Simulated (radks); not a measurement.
# Shell filling in a parabolic well with ω = 2.8 hartree*, with a point charge of +1 at the centre, N = 16 to 20

Aim: add electrons one at a time to a parabolic well with ω = 2.8 hartree*, with a point charge of +1 at the centre, try the lowest free levels for each, keep the configuration of least energy, and see where shells close.

The numbers are computed with radks (version 2): non-relativistic spin-polarised Kohn-Sham, exchange-only LDA, spherically averaged shells.

### Step 1. The model

* well: a parabolic well with ω = 2.8 hartree*, with a point charge of +1 at the centre
* functional: exchange-only LDA
* levels: named by radial order: 1s, 1p, 1d, 2s, 1f and so on
* units: effective atomic units, hartree* and bohr*
* configuration carried in: 1s2 1p6 1d(up 5, down 0) 2s2 (N = 15, energy 188.352038)

The runs that follow: 16 electrons; Electron number 17; 18 electrons; Electron number 19; N = 20.

What does the calculation give? Wanted: closed shells at N; most unpaired electrons; polarisability at N = 20; configuration at N = 20.

**Answer**, as computed:

| quantity | value |
| --- | --- |
| closed shells at N | 20 |
| most unpaired electrons | 4 at N = 16 |
| polarisability at N = 20 | 2.417 bohr*³ |
| configuration at N = 20 | 1s2 1p6 1d10 2s2 |

In words: Shells close at N = 20. The largest moment in range is 4, first at N = 16: exchange favours parallel spins in open shells. Spherical averaging forbids deformation, and the greedy search can miss a lower configuration.
